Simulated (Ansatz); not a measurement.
# CH7FSi2 (SMILES F[SiH2]C[SiH3]) at CCSD(T)/6-31G(d) (spherical functions)

Aim: the energy change on altering one bond length of CH7FSi2 at CCSD(T)/6-31G* (spherical functions), from 2 runs. 

Program for the calculation: Ansatz 0.2.0.

58 further runs of the same task are left out: 1 that didn't finish, 57 set aside as unsound or not needed.

### Step 1. The molecule

CH7FSi2 has 11 atoms, charge 0, and is taken as a singlet. SMILES: `F[SiH2]C[SiH3]`. Geometry: relaxed at PBE0-D4/def2-TZVP. This is one conformer, not always the lowest.

Bond lengths: F1–Si2 1.604 Å, Si2–C3 1.854 Å, C3–Si4 1.877 Å, Si2–H5 1.484 Å, Si2–H6 1.484 Å, C3–H7 1.097 Å, C3–H8 1.095 Å, Si4–H9 1.485 Å, Si4–H10 1.488 Å, Si4–H11 1.487 Å. Some angles: F1–Si2–C3 109.3°, Si2–C3–Si4 115.3°, F1–Si2–H5 107.5°, F1–Si2–H6 107.1°, C3–Si2–H5 110.7°, C3–Si2–H6 112.0°, Si2–C3–H7 107.4°, Si2–C3–H8 109.5°, Si4–C3–H7 108.3°, Si4–C3–H8 109.0°.

### Step 2. The energy at CCSD(T)/6-31G(d) (spherical functions)

input.yaml

```yaml
crystal:
  periodic: [false, false, false]
  atoms:
    - {symbol: F, position_ang: [-1.629100, 1.667400, 0.202000]}
    - {symbol: Si, position_ang: [-0.069200, 1.498400, 0.534400]}
    - {symbol: C, position_ang: [0.349200, -0.305900, 0.605500]}
    - {symbol: Si, position_ang: [-0.157200, -1.306900, -0.899700]}
    - {symbol: H, position_ang: [0.694000, 2.172900, -0.545000]}
    - {symbol: H, position_ang: [0.175700, 2.177500, 1.831400]}
    - {symbol: H, position_ang: [1.437100, -0.385200, 0.722600]}
    - {symbol: H, position_ang: [-0.101300, -0.751100, 1.498900]}
    - {symbol: H, position_ang: [-1.636400, -1.388400, -0.995700]}
    - {symbol: H, position_ang: [0.369900, -0.665700, -2.134100]}
    - {symbol: H, position_ang: [0.392600, -2.686000, -0.812200]}
basis:
  gaussian: {orbitals: 6-31G_st_-spherical.json}
correlation: {method: ccsd_t, frozen_orbitals: {C: 1, F: 1, H: 0, Si: 5}}
accuracy: high
scf: {omitted_lower_state_checks: [cluster_reference, increment]}
```

The basis set 6-31G* is read from a file made from the Basis Set Exchange's data (not shown).

Launch:

```sh
$ ansatz run input.yaml --threads 1 --pin off --max-ram 3480MiB --events-out events.jsonl --progress --plain --runs-dir runs
```

What it wrote, shortened:

```text
Warning: RAYON_NUM_THREADS=1 ignored (pool sized by the plan → 1); use --threads N
Functional definition: HF
  name "HF"
[...]
1847 factors; integrals over basis functions are off by at most 3.6e-9 eV
[...]
mean field -19572.48500601 eV, -719.2755572639 hartree, gradient 2.6e-8 eV, S^2 0.000000; 0 other end points of the search recorded, 0 dependent functions left out
12 core orbitals not correlated: weight in the atoms' cores, before any rotation towards them, 1.000 or more for the frozen orbitals, at most 0.000 for the correlated occupied ones
reference -19572.48500601 eV, -719.2755572639 hartree; 13, 13 occupied and 53, 53 virtual orbitals, 1847 factors
second order -12.47814613 eV of doubles, -0.00000000 eV of singles
cycle   1  -13.22955521 eV  change   -7.5e-1 eV  update   9.2e-2
[...]
cycle  20  -13.74722648 eV  change  -7.9e-10 eV  update  7.1e-10
perturbative correction -0.31150181 eV, -0.0114474803 hartree
Total energy: -19586.54373430 eV, -719.7922059993 hartree
Checks for a lower state left out: cluster_reference, increment
```

Wall time 13 s (1 thread of Arm Neoverse V1, shared host); peak memory 0.37 GiB.

### Step 3. The distorted shape, same level

job.yaml

```yaml
crystal:
  periodic: [false, false, false]
  atoms:
    - symbol: F
      position_ang: [-2.131182, 3.832571, 0.116680]
    - symbol: Si
      position_ang: [-0.571282, 3.663571, 0.449080]
    - symbol: C
      position_ang: [0.349200, -0.305900, 0.605500]
    - symbol: Si
      position_ang: [-0.157200, -1.306900, -0.899700]
    - symbol: H
      position_ang: [0.191918, 4.338071, -0.630320]
    - symbol: H
      position_ang: [-0.326382, 4.342671, 1.746080]
    - symbol: H
      position_ang: [1.437100, -0.385200, 0.722600]
    - symbol: H
      position_ang: [-0.101300, -0.751100, 1.498900]
    - symbol: H
      position_ang: [-1.636400, -1.388400, -0.995700]
    - symbol: H
      position_ang: [0.369900, -0.665700, -2.134100]
    - symbol: H
      position_ang: [0.392600, -2.686000, -0.812200]
basis:
  gaussian: {orbitals: 6-31G_st_-spherical.json}
correlation: {method: ccsd_t, frozen_orbitals: {C: 1, F: 1, H: 0, Si: 5}}
accuracy: high
scf: {omitted_lower_state_checks: [cluster_reference, increment]}
```

The basis set 6-31G* is read from a file made from the Basis Set Exchange's data (not shown).

Launch:

```sh
$ ansatz run job.yaml --threads 1 --pin off --max-ram 3480MiB --events-out events.jsonl --progress --plain --runs-dir runs
```

What it wrote, shortened:

```text
Warning: RAYON_NUM_THREADS=1 ignored (pool sized by the plan → 1); use --threads N
[... 2 set-up lines as earlier in the session ...]
[...]
1738 factors; integrals over basis functions are off by at most 4.2e-8 eV
[...]
mean field -19566.07461830 eV, -719.0399798608 hartree, gradient 2.6e-8 eV, S^2 0.000000; 1 other end points of the search recorded, 0 dependent functions left out; unrestricted orbitals would lower it
12 core orbitals not correlated: weight in the atoms' cores, before any rotation towards them, 1.000 or more for the frozen orbitals, at most 0.000 for the correlated occupied ones
reference -19566.07461830 eV, -719.0399798608 hartree; 13, 13 occupied and 53, 53 virtual orbitals, 1738 factors
second order -13.65641694 eV of doubles, -0.00000000 eV of singles
cycle   1  -13.71277416 eV  change    -1.9e0 eV  update   1.5e-1
[...]
cycle  29  -15.33203591 eV  change   -2.0e-9 eV  update  3.6e-10
perturbative correction -0.88197851 eV, -0.0324121123 hartree
WARN: these amplitudes may be one of several solutions (largest doubles amplitude 0.53, level shift 4.63 eV)
Total energy: -19582.28863271 eV, -719.6358339003 hartree
Checks for a lower state left out: cluster_reference, increment
```

It took 15 s on 1 thread of Arm Neoverse V1, shared host; peak memory 0.35 GiB.

### Step 4. What came out

At CCSD(T)/6-31G* (spherical functions), 12 core orbitals frozen:

```
                                                          quantity          value
                                         first shape: total energy  -719.79221 Eh
         first shape: correlation energy (12 core orbitals frozen)     -516.6 mEh
                                       first shape: (T) correction     -11.45 mEh
                                        first shape: T1 diagnostic          0.012
                                     distorted shape: total energy  -719.63583 Eh
     distorted shape: correlation energy (12 core orbitals frozen)     -595.9 mEh
                                   distorted shape: (T) correction     -32.41 mEh
                                    distorted shape: T1 diagnostic          0.023
energy change with the Si2–C3 bond stretched from 1.854 to 4.078 Å       4.255 eV
```

In words: One bond (distorted shape) is far stretched, which a spin-restricted single reference describes badly; perturbation theory on it can break down and give far too much correlation. With the Si2–C3 bond stretched from 1.854 to 4.078 Å the energy rises by 4.26 eV (411 kJ/mol). The first shape isn't relaxed at this level, so the change isn't measured from a minimum. A restricted reference can't describe the breaking bond well at this length. The triples (first shape) make up 2.2 % of the correlation energy. The T1 diagnostic (distorted shape) of 0.023 is above the customary mark for such species, so a single reference may not serve. The restricted solution (distorted shape) is unstable to spin breaking: an unrestricted one lies lower. The triples (distorted shape) make up 5.4 % of the correlation energy.
